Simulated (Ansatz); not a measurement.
# C2H6Sn: the cost of one run

All numbers are computed with the Python package of Ansatz 0.2.0. Level of theory: B3LYP+D3(BJ)/def2-SVP.

**1. Starting point**

Bond lengths: C1–C2 1.420 Å, C1–Sn3 2.115 Å, C2–Sn3 2.179 Å, C1–H4 1.096 Å, C1–H5 1.162 Å, C2–H6 1.106 Å, C2–H7 1.123 Å, Sn3–H8 1.769 Å, Sn3–H9 1.807 Å. Angles (14 of 18 angles, heavy atoms first): C1–C2–Sn3 68.3°, C2–C1–Sn3 73.1°, C1–Sn3–C2 38.6°, C1–C2–H6 113.4°, C1–C2–H7 117.3°, Sn3–C2–H6 115.9°, Sn3–C2–H7 115.4°, C2–C1–H4 114.0°, C2–C1–H5 113.8°, Sn3–C1–H4 117.9°, Sn3–C1–H5 114.7°, C1–Sn3–H8 116.4°, C1–Sn3–H9 119.2°, C2–Sn3–H8 104.3°.

No structure file is read: the coordinates are typed or built in the script.

**2. The script**

The input, run_bde.py:

```python
"""Cost of removing each kind of hydrogen from C2H6Sn, fragments frozen."""

import ansatz as az


def total_energy(molecule, charge=0, unpaired=0):
    calc = (
        molecule.calculation()
        .basis(gaussian="def2-SVP")
        .functional("b3lyp", dispersion="d3bj")
    )
    if charge:
        calc = calc.charge(charge)
    if unpaired:
        calc = calc.spin("collinear", total=unpaired)
    report = calc.run().report
    if report["published_state_doubts"]:
        print("  doubts:", report["published_state_doubts"])
    return report["free_energy_ev"]

GEOMETRY = """
C    -0.64520    0.31970   -0.75060
C     0.69200    0.51790   -0.31710
Sn   -0.35780   -0.91990    0.93890
H    -0.72900   -0.16260   -1.73120
H    -1.33810    1.23500   -0.56860
H     1.44460    0.09680   -1.00920
H     0.93440    1.49890    0.17300
H     0.48920   -2.44710    0.65880
H    -0.40150   -0.18500    2.58880
"""

def without(molecule, index):
    rest = az.Crystal.molecule()
    for i, site in enumerate(molecule.cartesian_sites):
        if i != index:
            rest = rest.atom(site.symbol, site.position_ang)
    return rest


def main() -> None:
    system = az.Crystal.molecule()
    for line in GEOMETRY.strip().splitlines():
        symbol, *xyz = line.split()
        system = system.atom(symbol, [float(v) for v in xyz])

    whole = total_energy(system, 0)
    hydrogen = total_energy(az.Crystal.molecule().atom("H", (0, 0, 0)), 0, 1)
    print(f"E(molecule) = {whole:.5f} eV, E(H) = {hydrogen:.5f} eV")
    for index in [6, 8]:
        radical = total_energy(without(system, index), 0, 1)
        print(f"H{index}: homolysis {(radical + hydrogen - whole):.3f} eV")
        anion = total_energy(without(system, index), -1)
        print(f"H{index}: loss of a proton {(anion - whole):.3f} eV")


if __name__ == "__main__":
    main()
```

**3. The input behind the calls**

The engine receives this input (first run):

```yaml
crystal:
  periodic: [false, false, false]
  atoms:
    - { symbol: C, position_ang: [-0.6452, 0.3197, -0.7506] }
    - { symbol: C, position_ang: [0.692, 0.5179, -0.3171] }
    - { symbol: Sn, position_ang: [-0.3578, -0.9199, 0.9389] }
    - { symbol: H, position_ang: [-0.729, -0.1626, -1.7312] }
    - { symbol: H, position_ang: [-1.3381, 1.235, -0.5686] }
    - { symbol: H, position_ang: [1.4446, 0.0968, -1.0092] }
    - { symbol: H, position_ang: [0.9344, 1.4989, 0.173] }
    - { symbol: H, position_ang: [0.4892, -2.4471, 0.6588] }
    - { symbol: H, position_ang: [-0.4015, -0.185, 2.5888] }
basis:
  gaussian:
    orbitals: def2-SVP
hamiltonian:
  xc: b3lyp
  dispersion: d3bj
```

**4. Running it**

Started as:

```console
$ python run_bde.py
```

What time and memory should one allow on 1 thread of Arm Neoverse V1, shared host?

About 21 s, with a peak of 0.26 GiB.
